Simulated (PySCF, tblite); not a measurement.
# GeH10OSi3: geometry, infrared bands and NMR shifts

What infrared bands and NMR shifts should GeH10OSi3 (`O[Si@H]([SiH3])[SiH2][GeH3]`) show?

Programs: tblite 0.8.0 and PySCF 2.14.0, with density-fitted response routines of our own. Each step states its level of theory. These are calculated values for one molecule in the gas phase, unless marked as measured. Atoms are numbered from 0 throughout.

## Step 1: The starting structure

15 atoms, charge 0, multiplicity 1; geometry from: force field or distance geometry start.

Bonds of the start (Å): O0–Si1 1.72, Si1–Si2 2.20, Si1–Si3 2.22, Si3–Ge4 2.28, O0–H5 1.00, Si1–H6 1.48, Si2–H7 1.48, Si2–H8 1.48, Si2–H9 1.47, Si3–H10 1.48, Si3–H11 1.48, Ge4–H12 1.56, Ge4–H13 1.57, Ge4–H14 1.57.

## Step 2: Geometry optimisation with GFN2-xTB

The job: settings as JSON, then the geometry in Å.

```
{"job": {"kind": "relax", "xc": "GFN2-xTB", "basis": "xTB"}, "charge": 0, "multiplicity": 1}
O     -1.617000    -2.168300    -0.906500
Si    -0.919300    -0.982000     0.126600
Si    -1.847900     0.993200    -0.170600
Si     1.264400    -1.008700    -0.255900
Ge     2.231200     1.060200    -0.325300
H     -2.575700    -1.949500    -1.113600
H     -1.212200    -1.426800     1.502300
H     -0.925700     2.079700     0.218700
H     -3.033200     1.108100     0.711900
H     -2.243600     1.180100    -1.577500
H      1.484400    -1.707700    -1.536100
H      1.884500    -1.849300     0.797500
H      3.028400     1.299800     0.994200
H      3.281800     1.158600    -1.488700
H      1.195600     2.220500    -0.504400
```

Run with:

```
OMP_NUM_THREADS=1 python probes_run.py task.json out
```

One launch serves the whole session: the jobs run in the order shown.

**Question.** This job is followed by: GFN2-xTB harmonic vibrations, gas phase; GIAO PBE0/pcSseg-1 NMR shielding, non-relativistic, gas phase. Predict these results of the whole session: strongest single infrared mode (GFN2-xTB); zero-point energy (GFN2-xTB); 1H shifts against TMS (PBE0/pcSseg-1, means over atoms taken as alike); 17O shifts against H2O (PBE0/pcSseg-1); 29Si shifts against TMS (PBE0/pcSseg-1); 73Ge shifts against GeMe4 (PBE0/pcSseg-1); surface potential, 1st and 99th percentile.

**Answer**, as computed:

| quantity | value |
| --- | --- |
| strongest single infrared mode (GFN2-xTB) | 583 cm⁻¹, 679 km/mol |
| zero-point energy (GFN2-xTB) | 52.4 kcal/mol |
| 1H shifts against TMS (PBE0/pcSseg-1, means over atoms taken as alike) | 6.26, 3.90, 3.79, 3.44, 3.00, 0.14 ppm |
| 17O shifts against H2O (PBE0/pcSseg-1) | -0.7 ppm |
| 29Si shifts against TMS (PBE0/pcSseg-1) | -8.0, -117.9, -119.1 ppm |
| 73Ge shifts against GeMe4 (PBE0/pcSseg-1) | -389 ppm |
| surface potential, 1st and 99th percentile | -1.06 V and 2.30 V |

In words: Over 126 steps the energy fell by 0.683 eV; of the close pairs, Si1–Si2 changed most, 2.203 to 2.321 Å. All 39 modes are real, so the xTB geometry is a minimum. The strongest single mode, at 583 cm⁻¹, moves mainly H6 and H11. Unscaled tight-binding wavenumbers are off by several per cent, some by more. Its intensities can rank the bands wrongly. At PBE0/pcSseg-1: The largest span, 193 ppm, is at Si1, where the paramagnetic term is -521 ppm. By nearest atom (PBE0/pcSseg-1), the HOMO sits on Si1, Si3 about 20 % each; Si2 16 % and the LUMO on Si1 24 %; Si2, Si3 about 9 % each. Spin-orbit coupling is left out, which matters for shieldings and couplings at and beside the heavy atoms.
